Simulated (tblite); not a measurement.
# Ge2H7PSi: the cost of one run

Computed with tblite 0.8.0 and PySCF 2.14.0; each step states its level. No surroundings beyond the atoms listed, unless a continuum is named. Atoms count from 0, parts from 1.

## (1) The system as given

11 atoms, charge 0, multiplicity 1; geometry: distance geometry start.

## (2) Relaxing the cluster with GFN2-xTB

The job: settings as JSON, then the geometry in Å.

```
{"job": {"kind": "relax", "xc": "GFN2-xTB", "basis": "xTB"}, "charge": 0, "multiplicity": 1}
Ge     1.189546     0.109522     0.437152
Ge     1.957602     2.387803     0.759159
P      0.099861    -1.839604     0.031215
Si    -0.986516    -2.689579     1.745483
H      3.328772     2.349108     1.371797
H      2.023835     3.083117    -0.613208
H      0.999116     3.116955     1.636098
H      0.787958    -2.742549    -0.745433
H     -2.200941    -3.207768     1.302545
H     -0.199669    -3.690734     2.329938
H     -1.233268    -1.672943     2.689373
```

Method: GFN2-xTB geometry optimisation, gas phase.

Command:

```sh
> OMP_NUM_THREADS=1 python cluster_run.py task.json out
```

This one command runs all jobs of the session in turn.

Q: Estimate the wall time of this first job on 1 thread of Arm Neoverse V1, shared host.

About 3 s.
